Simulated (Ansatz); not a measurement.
# CH₅GeN (SMILES [CH2]1[NH][GeH2]1): single points off equilibrium

The atoms stand at a structure displaced at random from a GFN2-xTB minimum. How far do the functionals agree with CCSD(T) there?

Program: Ansatz 0.2.0, Gaussian basis. Level of theory: single points in def2-TZVPP. These are calculated values, not measurements.

Correlated methods freeze the cores. Filled d shells of the heavier atoms are correlated.

### 1 The starting structure

8 atoms, charge 0, spin multiplicity 1.

Atoms are counted from 1 here; the program's logs count them from 0.

Bond lengths: C1–N2 1.292 Å, C1–Ge3 2.239 Å, C1–H4 1.213 Å, C1–H5 1.063 Å, N2–Ge3 2.153 Å, N2–H6 0.959 Å, Ge3–H7 1.341 Å, Ge3–H8 1.365 Å. Angles: N2–C1–Ge3 69.3°, N2–C1–H4 116.5°, N2–C1–H5 123.9°, Ge3–C1–H4 104.8°, Ge3–C1–H5 102.2°, H4–C1–H5 119.1°, C1–N2–Ge3 76.5°, C1–N2–H6 107.8°, Ge3–N2–H6 115.0°, C1–Ge3–N2 34.2°, C1–Ge3–H7 99.1°, C1–Ge3–H8 105.3°, N2–Ge3–H7 73.7°, N2–Ge3–H8 83.4°, H7–Ge3–H8 91.3°.

As a file:

| atom | x (Å) | y (Å) | z (Å) |
| --- | --- | --- | --- |
| C1 | -0.6808 | 0.6423 | -0.4293 |
| N2 | -0.0887 | 0.5415 | 0.7149 |
| Ge3 | 0.6946 | -1.1237 | -0.4028 |
| H4 | -1.7937 | 0.1663 | -0.5061 |
| H5 | -0.3031 | 1.2095 | -1.2447 |
| H6 | 0.5077 | 1.2868 | 0.8028 |
| H7 | 1.7381 | -0.5717 | 0.2328 |
| H8 | 0.3490 | -1.8315 | 0.7121 |

### 2 CCSD(T)/def2-TZVPP

Contents of run/in.yaml:

```yaml
crystal:
  periodic: [false, false, false]
  atoms:
    - {symbol: C, position_ang: [-0.680800, 0.642300, -0.429300]}
    - {symbol: N, position_ang: [-0.088700, 0.541500, 0.714900]}
    - {symbol: Ge, position_ang: [0.694600, -1.123700, -0.402800]}
    - {symbol: H, position_ang: [-1.793700, 0.166300, -0.506100]}
    - {symbol: H, position_ang: [-0.303100, 1.209500, -1.244700]}
    - {symbol: H, position_ang: [0.507700, 1.286800, 0.802800]}
    - {symbol: H, position_ang: [1.738100, -0.571700, 0.232800]}
    - {symbol: H, position_ang: [0.349000, -1.831500, 0.712100]}
basis:
  gaussian: {orbitals: def2-TZVPP}
correlation: {method: ccsd_t}
output: {forces: true}
```

No record of the launch command was kept for these runs.

### 3 PBE0-D4/def2-TZVPP

run/in.yaml, as its differences from that of step 2:

```diff
@@ -13,3 +13,3 @@
   gaussian: {orbitals: def2-TZVPP}
-correlation: {method: ccsd_t}
-output: {forces: true}
+hamiltonian: {xc: pbe0, dispersion: d4}
+output: {forces: true, orbitals: {seedname: orbitals}}
```

### 4 wB97M-V/def2-TZVPP

run/in.yaml, as its differences from that of step 3:

```diff
@@ -13,3 +13,3 @@
   gaussian: {orbitals: def2-TZVPP}
-hamiltonian: {xc: pbe0, dispersion: d4}
-output: {forces: true, orbitals: {seedname: orbitals}}
+hamiltonian: {xc: {name: wB97M-V}}
+output: {forces: true}
```

### 5 r2SCAN-D4/def2-TZVPP

run/in.yaml, as its differences from that of step 4:

```diff
@@ -13,3 +13,3 @@
   gaussian: {orbitals: def2-TZVPP}
-hamiltonian: {xc: {name: wB97M-V}}
+hamiltonian: {xc: r2scan, dispersion: d4}
 output: {forces: true}
```

### 6 PBE-D4/def2-TZVPP

run/in.yaml, as its differences from that of step 5:

```diff
@@ -13,3 +13,3 @@
   gaussian: {orbitals: def2-TZVPP}
-hamiltonian: {xc: r2scan, dispersion: d4}
+hamiltonian: {xc: pbe, dispersion: d4}
 output: {forces: true}
```

### 7 r2SCANh-D4/def2-TZVPP

run/in.yaml, as its differences from that of step 6:

```diff
@@ -13,3 +13,3 @@
   gaussian: {orbitals: def2-TZVPP}
-hamiltonian: {xc: pbe, dispersion: d4}
+hamiltonian: {xc: {name: r2SCANh}, dispersion: d4}
 output: {forces: true}
```

### 8 revPBE-D4/def2-TZVPP

run/in.yaml, as its differences from that of step 7:

```diff
@@ -13,3 +13,3 @@
   gaussian: {orbitals: def2-TZVPP}
-hamiltonian: {xc: {name: r2SCANh}, dispersion: d4}
+hamiltonian: {xc: {name: revPBE}, dispersion: d4}
 output: {forces: true}
```

(Steps that only read results are left out.)

What does the calculation give? Wanted: energy less free atoms, CCSD(T)/def2-TZVPP; RMS force component; RMS force error; HOMO and LUMO, PBE0-D4; T1 diagnostic.

As calculated:

| quantity | value |
| --- | --- |
| energy less free atoms, CCSD(T)/def2-TZVPP | -2269.3 kJ/mol |
| RMS force component | 2.414 to 2.567 eV/Å over the methods |
| RMS force error | PBE0-D4 0.213, wB97M-V 0.260, r2SCAN-D4 0.128, PBE-D4 0.180, r2SCANh-D4 0.180, revPBE-D4 0.204 eV/Å |
| HOMO and LUMO, PBE0-D4 | -6.38 and -1.34 eV |
| T1 diagnostic | 0.016 |

Against CCSD(T) the functionals' energies less atoms differ by -130.3 to -54.2 kJ/mol, PBE-D4 by -130.3 kJ/mol. A larger basis would deepen the CCSD(T) value, while the functionals are nearly converged already, so the order here is not reliable. On forces the order runs from r2SCAN-D4 to wB97M-V. Frozen-core CCSD(T) forces in triple zeta carry basis errors of their own, and this is one geometry, so small gaps rank nothing. The restricted Hartree–Fock reference is unstable towards an unrestricted one at one or more of these structures.
